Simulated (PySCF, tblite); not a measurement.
# C2H5F4PSi2: geometry, infrared bands and NMR shifts

What infrared bands and NMR shifts should C2H5F4PSi2 (`FC(F)=C(F)[Si@H](F)[SiH2]P`) show?

The runs use tblite 0.8.0 and PySCF 2.14.0, with density-fitted response routines of our own; the level of theory stands in each step. All values are computed, except where a source is named. Atoms are numbered from 0 throughout.

## 1. Starting geometry

14 atoms, charge 0, multiplicity 1; geometry from: force field or distance geometry start.

Bonds of the start (Å): F0–C1 1.34, C1–F2 1.36, C1–C3 1.34, C3–F4 1.34, C3–Si5 1.82, Si5–F6 1.61, Si5–Si7 2.31, Si7–P8 2.22, Si5–H9 1.49, Si7–H10 1.49, Si7–H11 1.49, P8–H12 1.40, P8–H13 1.41.

## 2. Geometry optimisation with GFN2-xTB

The job: settings as JSON, then the geometry in Å.

```
{"job": {"kind": "relax", "xc": "GFN2-xTB", "basis": "xTB"}, "charge": 0, "multiplicity": 1}
F     -3.971000    -0.214600    -0.407500
C     -2.799900     0.226500     0.063100
F     -2.641600     0.416600     1.404100
C     -1.781600     0.442500    -0.777800
F     -1.988300     0.201800    -2.080400
Si    -0.132000     1.009100    -0.260100
F      0.633200     1.612500    -1.543600
Si     1.050200    -0.775300     0.609100
P      3.095200    -0.226800     1.282400
H     -0.245200     2.094900     0.759100
H      0.332100    -1.360800     1.775900
H      1.200200    -1.864900    -0.402000
H      3.652800    -0.024100     0.010600
H      3.595100    -1.537800     1.435300
```

Started as:

```console
$ OMP_NUM_THREADS=1 python probes_run.py task.json out
```

The driver reads the jobs from task.json and runs them one after another.

The log of the run:

```text
step      E/eV     max force
  0    -863.67763    2.422
  1    -863.81225    1.062
  2    -863.89316    1.184
  3    -863.94025    0.673
  4    -863.96967    0.344
  5    -863.97916    0.245
  6    -863.98640    0.272
  7    -863.99260    0.223
  8    -863.99827    0.246
  9    -864.00238    0.177
 10    -864.00530    0.139
 11    -864.00764    0.165
 12    -864.00938    0.131
 13    -864.01047    0.067
 14    -864.01116    0.066
 15    -864.01175    0.068
 16    -864.01238    0.086
 17    -864.01291    0.075
 18    -864.01323    0.048
 19    -864.01345    0.034
 20    -864.01365    0.055
 21    -864.01389    0.067
 22    -864.01415    0.059
 23    -864.01437    0.042
 24    -864.01451    0.029
 25    -864.01463    0.026
 26    -864.01475    0.035
 27    -864.01488    0.033
 28    -864.01502    0.035
 29    -864.01512    0.027
 30    -864.01520    0.022
 31    -864.01525    0.023
 32    -864.01530    0.018
 33    -864.01535    0.018
 34    -864.01540    0.018
 35    -864.01544    0.017
 36    -864.01549    0.017
 37    -864.01554    0.022
 38    -864.01560    0.023
 39    -864.01565    0.017
 40    -864.01568    0.015
 41    -864.01571    0.019
 42    -864.01576    0.036
 43    -864.01587    0.055
 44    -864.01604    0.064
 45    -864.01622    0.048
 46    -864.01631    0.018
 47    -864.01635    0.014
 48    -864.01639    0.021
 49    -864.01645    0.032
 50    -864.01656    0.039
 51    -864.01669    0.040
 52    -864.01681    0.027
 53    -864.01689    0.023
 54    -864.01698    0.036
 55    -864.01716    0.049
 56    -864.01746    0.057
 57    -864.01781    0.055
 58    -864.01803    0.034
 59    -864.01814    0.025
 60    -864.01820    0.018
 61    -864.01826    0.022
 62    -864.01837    0.022
 63    -864.01850    0.028
 64    -864.01863    0.036
 65    -864.01877    0.037
 66    -864.01892    0.033
 67    -864.01905    0.022
 68    -864.01916    0.044
 69    -864.01927    0.028
 70    -864.01949    0.028
 71    -864.01957    0.030
 72    -864.01972    0.030
 73    -864.01986    0.035
 74    -864.02008    0.038
 75    -864.02035    0.041
 76    -864.02062    0.040
 77    -864.02083    0.048
 78    -864.02103    0.046
 79    -864.02119    0.067
 80    -864.02129    0.055
 81    -864.02157    0.030
 82    -864.02170    0.020
 83    -864.02181    0.022
 84    -864.02185    0.025
 85    -864.02203    0.034
 86    -864.02232    0.044
 87    -864.02305    0.060
 88    -864.02393    0.070
 89    -864.02445    0.130
 90    -864.02465    0.071
 91    -864.02528    0.052
 92    -864.02575    0.057
 93    -864.02663    0.117
 94    -864.02776    0.084
 95    -864.02948    0.156
 96    -864.03050    0.121
 97    -864.03136    0.141
 98    -864.03191    0.052
 99    -864.03228    0.042
100    -864.03321    0.088
101    -864.03352    0.137
102    -864.03395    0.050
103    -864.03438    0.070
104    -864.03514    0.068
105    -864.03656    0.132
106    -864.03776    0.116
107    -864.03431    0.368
108    -864.03941    0.090
109    -864.03986    0.054
110    -864.04039    0.090
111    -864.04069    0.069
112    -864.04114    0.068
113    -864.04207    0.059
114    -864.04321    0.149
115    -864.04466    0.149
116    -864.04587    0.144
117    -864.04710    0.225
118    -864.04778    0.144
119    -864.04849    0.090
120    -864.04900    0.042
121    -864.04961    0.068
122    -864.05003    0.054
123    -864.05060    0.069
124    -864.05167    0.084
125    -864.05248    0.053
126    -864.05297    0.134
127    -864.05328    0.110
128    -864.05376    0.042
129    -864.05403    0.049
130    -864.05429    0.050
131    -864.05449    0.031
132    -864.05472    0.044
133    -864.05506    0.045
134    -864.05566    0.054
135    -864.05654    0.059
136    -864.05754    0.107
137    -864.05797    0.162
138    -864.05925    0.170
139    -864.05994    0.098
140    -864.06055    0.072
141    -864.06114    0.060
142    -864.06158    0.057
143    -864.06198    0.041
144    -864.06235    0.071
145    -864.06269    0.080
146    -864.06302    0.083
147    -864.06334    0.074
148    -864.06367    0.047
149    -864.06389    0.044
150    -864.06416    0.027
151    -864.06430    0.031
152    -864.06442    0.026
153    -864.06453    0.028
154    -864.06462    0.035
155    -864.06471    0.022
156    -864.06480    0.024
157    -864.06486    0.020
158    -864.06490    0.012
159    -864.06493    0.012
160    -864.06496    0.012
161    -864.06499    0.015
162    -864.06503    0.015
163    -864.06507    0.011
164    -864.06510    0.011
165    -864.06511    0.008
```

Wall time 4.3 s (1 thread of Intel Xeon Platinum 8259CL at 2.50GHz, shared host); peak memory 0.18 GiB.

Relaxation path: (not every step is listed)

| step | energy from step 0 (eV) | largest force (eV/Å) |
| --- | --- | --- |
| 0 | 0.0000 | 2.4220 |
| 1 | -0.1346 | 1.0624 |
| 2 | -0.2155 | 1.1843 |
| 3 | -0.2626 | 0.6729 |
| 4 | -0.2920 | 0.3443 |
| 5 | -0.3015 | 0.2446 |
| 6 | -0.3088 | 0.2718 |
| 7 | -0.3150 | 0.2231 |
| 8 | -0.3206 | 0.2458 |
| 23 | -0.3367 | 0.0415 |
| 38 | -0.3380 | 0.0229 |
| 53 | -0.3393 | 0.0230 |
| 68 | -0.3415 | 0.0444 |
| 83 | -0.3442 | 0.0224 |
| 98 | -0.3543 | 0.0520 |
| 113 | -0.3644 | 0.0592 |
| 128 | -0.3761 | 0.0422 |
| 143 | -0.3843 | 0.0406 |
| 158 | -0.3873 | 0.0124 |
| 160 | -0.3873 | 0.0117 |
| 161 | -0.3874 | 0.0146 |
| 162 | -0.3874 | 0.0145 |
| 163 | -0.3874 | 0.0115 |
| 164 | -0.3875 | 0.0112 |
| 165 | -0.3875 | 0.0084 |

Close pairs (by a distance rule), those that changed most:

| bond | before (Å) | after (Å) | change (Å) |
| --- | --- | --- | --- |
| C3–Si5 | 1.819 | 1.904 | +0.085 |
| Si5–H9 | 1.494 | 1.455 | -0.038 |
| C1–F2 | 1.364 | 1.327 | -0.036 |
| P8–H13 | 1.411 | 1.381 | -0.030 |
| Si7–H11 | 1.494 | 1.473 | -0.021 |
| Si7–H10 | 1.490 | 1.469 | -0.021 |
| Si7–P8 | 2.222 | 2.243 | +0.021 |
| P8–H12 | 1.403 | 1.383 | -0.020 |

The final coordinates are the input of the step that follows.

## 3. Harmonic vibrations with GFN2-xTB

The job: settings as JSON, then the geometry in Å.

```
{"job": {"kind": "ir", "xc": "GFN2-xTB", "basis": "xTB"}, "charge": 0, "multiplicity": 1}
F     -4.239667     0.276790    -0.379195
C     -3.012467     0.727156    -0.163723
F     -3.051503     2.002364     0.202776
C     -1.872398     0.064501    -0.267010
F     -1.926682    -1.238367    -0.631253
Si    -0.143661     0.792507     0.060206
F      0.161529     1.637618    -1.283637
Si     1.340135    -0.983550     0.197014
P      3.046035    -0.381199     1.522991
H     -0.318335     1.841164     1.054294
H      0.725389    -2.142042     0.857915
H      1.781653    -1.431932    -1.134432
H      3.713804     0.349353     0.556346
H      3.795491    -1.514834     1.276024
```

The log of the run:

```text
mode    cm-1     km/mol
  1       9.6      0.96
  2      14.3      1.05
  3      52.5      1.14
  4      90.9      3.22
  5      98.7      8.23
  6     112.9      0.10
  7     115.5      1.45
  8     160.4     15.04
  9     193.6     12.74
 10     256.4     11.74
 11     353.6      4.61
 12     370.1     41.84
 13     393.8     43.47
 14     441.3     52.12
 15     461.4      7.94
 16     497.3     22.55
 17     500.5     17.63
 18     532.8     24.26
 19     591.5    575.01
 20     629.3     10.87
 21     646.0     81.36
 22     667.2     51.49
 23     681.3     16.11
 24     716.7     66.96
 25     776.8    205.60
 26     803.2    169.71
 27    1009.5     86.36
 28    1143.3      9.61
 29    1151.4    150.77
 30    1188.1    220.72
 31    1731.9    406.21
 32    2173.0    181.60
 33    2214.3    158.87
 34    2310.5    107.57
 35    2320.7    195.86
 36    2398.0    126.98
```

Run time: 1.4 s. Hardware: 1 thread of Intel Xeon Platinum 8259CL at 2.50GHz, shared host; peak memory 0.18 GiB.

The strongest bands and the atoms that carry them (share of the mass-weighted mode):

| cm⁻¹ | km/mol | atoms |
| --- | --- | --- |
| 592 | 575.0 | H10 31 %, H9 29 %, H11 19 % |
| 777 | 205.6 | H10 46 %, H11 44 % |
| 803 | 169.7 | F6 55 %, Si5 40 % |
| 1188 | 220.7 | C1 71 %, F2 16 % |
| 1732 | 406.2 | C1 56 %, C3 41 % |
| 2173 | 181.6 | H11 96 % |
| 2214 | 158.9 | H10 96 % |
| 2321 | 195.9 | H9 96 % |

## 4. Shielding tensors: PBE0/pcSseg-1

The job, as its differences from that of step 3:

```diff
@@ -1,2 +1,2 @@
-{"job": {"kind": "ir", "xc": "GFN2-xTB", "basis": "xTB"}, "charge": 0, "multiplicity": 1}
+{"job": {"kind": "nmr", "xc": "PBE0", "basis": "pcSseg-1"}, "charge": 0, "multiplicity": 1}
 F     -4.239667     0.276790    -0.379195
```

Level: GIAO PBE0/pcSseg-1 NMR shielding, non-relativistic, gas phase.

The log of the run:

```text
coarse grid: 14488 points
cycle   1  E = -1397.8130390501  dE =  1.066e+00  |g| = 8.935e-01  |ddm| = 3.510e+00
cycle   2  E = -1397.6109034762  dE =  2.021e-01  |g| = 1.453e+00  |ddm| = 1.841e+00
cycle   3  E = -1397.9477935019  dE = -3.369e-01  |g| = 8.394e-02  |ddm| = 1.256e+00
cycle   4  E = -1397.9486876665  dE = -8.942e-04  |g| = 5.145e-02  |ddm| = 1.240e-01
cycle   5  E = -1397.9491238680  dE = -4.362e-04  |g| = 1.178e-02  |ddm| = 4.950e-02
cycle   6  E = -1397.9491432485  dE = -1.938e-05  |g| = 4.348e-03  |ddm| = 1.238e-02
cycle   7  E = -1397.9491473565  dE = -4.108e-06  |g| = 1.044e-03  |ddm| = 4.672e-03
final grid: 131472 points
cycle   8  E = -1398.0242449161  dE = -3.563e-05  |g| = 6.095e-03  |ddm| = 2.194e-02
cycle   9  E = -1398.0242354762  dE =  9.440e-06  |g| = 9.550e-03  |ddm| = 1.182e-02
cycle  10  E = -1398.0242521711  dE = -1.669e-05  |g| = 6.497e-04  |ddm| = 6.703e-03
cycle  11  E = -1398.0242522354  dE = -6.429e-08  |g| = 2.916e-04  |ddm| = 8.774e-04
cycle  12  E = -1398.0242522522  dE = -1.685e-08  |g| = 1.081e-04  |ddm| = 3.240e-04
cycle  13  E = -1398.0242522544  dE = -2.242e-09  |g| = 1.914e-05  |ddm| = 1.047e-04
cycle  14  E = -1398.0242522545  dE = -8.822e-11  |g| = 5.575e-06  |ddm| = 3.148e-05
converged SCF energy = -1398.0242522545

GIAO shielding tensors (ppm)
atom      isotropic    diamagn.    paramagn.     s11        s22        s33       span
  0 F      254.626     468.162    -213.536    207.569    273.120    283.187     75.618
  1 C       12.575     250.163    -237.588    -62.318     45.539     54.504    116.822
  2 F      283.036     473.306    -190.270    246.883    277.581    324.645     77.763
  3 C       45.779     258.148    -212.369     13.583     37.698     86.055     72.472
  4 F      388.056     472.990     -84.934    309.383    396.835    457.951    148.568
  5 Si     333.225     878.292    -545.067    268.968    336.060    394.646    125.679
  6 F      384.848     469.902     -85.054    346.200    364.026    444.319     98.119
  7 Si     442.273     881.421    -439.148    413.866    450.435    462.517     48.651
  8 P      633.233     966.554    -333.322    574.172    606.011    719.515    145.342
  9 H       25.926      29.526      -3.600     23.178     24.838     29.763      6.585
 10 H       27.644      30.228      -2.584     23.423     26.910     32.600      9.177
 11 H       27.101      30.240      -3.139     22.783     25.778     32.742      9.958
 12 H       30.438      29.550       0.888     24.934     27.708     38.671     13.738
 13 H       30.368      28.694       1.674     24.670     26.999     39.435     14.765
```

Wall time 57 s (1 thread of Intel Xeon Platinum 8259CL at 2.50GHz, shared host); peak memory 0.93 GiB.

The references, computed at this level on geometries of the same kind, shield at (ppm): 1H TMS 31.72, 13C TMS 186.9, 29Si TMS 349.2, 19F CFCl3 170.9, 31P H3PO4 318.4. Their shielding less the atom's gives the shift. The references are single molecules in the gas phase, so shifts against H2O, NH3, PH3, H3PO4 or CFCl3 are not on the usual liquid scales and can be off by tens of ppm. Atoms listed in one row are averaged.

| atoms | environment | σ (ppm) | δ (ppm) | δ scaled to CDCl3 |
| --- | --- | --- | --- | --- |
| C1 | fully substituted alkene carbon | 12.6 | 174.4 | 168.3 |
| C3 | fully substituted alkene carbon | 45.8 | 141.1 | 135.8 |
| H9 | hydrogen on a silicon bonded to C, F, Si | 25.93 | 5.79 | – |
| H11 | hydrogen on a silicon bonded to P, Si | 27.10 | 4.62 | – |
| H10 | hydrogen on a silicon bonded to P, Si | 27.64 | 4.07 | – |
| H12, H13 | hydrogen on a phosphorus bonded to Si | 30.40 | 1.31 | – |
| F0 | vinylic fluorine | 254.6 | -83.7 | – |
| F2 | vinylic fluorine | 283.0 | -112.1 | – |
| F6 | fluorine bonded to Si | 384.8 | -213.9 | – |
| F4 | vinylic fluorine | 388.1 | -217.1 | – |
| Si5 | silicon bonded to C, F, Si, H | 333.2 | 15.9 | – |
| Si7 | silicon bonded to P, Si, 2 H | 442.3 | -93.1 | – |
| P8 | phosphorus bonded to Si, 2 H | 633.2 | -314.9 | – |

The scaled column applies a straight-line fit of computed shieldings to shifts measured in CDCl3, and one for carbons that bear F (root-mean-square error 0.16 ppm for H, 1.9 ppm for C).

Charges from the same density, by scheme (e):

| atoms | Mulliken | IAO | Hirshfeld | ESP fit |
| --- | --- | --- | --- | --- |
| F0 | -0.23 | -0.22 | -0.06 | -0.13 |
| C1 | 0.59 | 0.54 | 0.16 | 0.47 |
| F2 | -0.24 | -0.24 | -0.05 | -0.16 |
| C3 | -0.19 | -0.11 | -0.07 | -0.32 |
| F4 | -0.28 | -0.27 | -0.09 | -0.10 |
| Si5 | 0.89 | 0.94 | 0.34 | 0.67 |
| F6 | -0.41 | -0.54 | -0.21 | -0.31 |
| Si7 | 0.03 | 0.25 | 0.20 | 0.14 |
| P8 | -0.21 | -0.09 | -0.01 | -0.38 |

Mayer bond orders: F0–C1 1.04, C1–F2 1.00, C1–C3 1.72, C3–F4 0.91, C3–Si5 0.83, Si5–F6 0.94, Si5–Si7 0.85, Si7–P8 0.99.

## 5. What came out

```
                                                              quantity                              value
                             strongest single infrared mode (GFN2-xTB)               592 cm⁻¹, 575 km/mol
                                          zero-point energy (GFN2-xTB)                      39.8 kcal/mol
                                13C shifts against TMS (PBE0/pcSseg-1)                   174.4, 141.1 ppm
1H shifts against TMS (PBE0/pcSseg-1, means over atoms taken as alike)         5.79, 4.62, 4.07, 1.31 ppm
                              19F shifts against CFCl3 (PBE0/pcSseg-1)  -83.7, -112.1, -213.9, -217.1 ppm
                               29Si shifts against TMS (PBE0/pcSseg-1)                    15.9, -93.1 ppm
                              31P shifts against H3PO4 (PBE0/pcSseg-1)                         -314.9 ppm
```

Relaxing lowered the energy by 0.387 eV in 165 steps; the close pair that moved most is C3–Si5, from 1.819 to 1.904 Å. All 36 modes are real, so the xTB geometry is a minimum. The strongest single mode, at 592 cm⁻¹, is carried by H10, H9, H11. Unscaled tight-binding wavenumbers are off by several per cent, some by more. Its intensities can rank the bands wrongly.
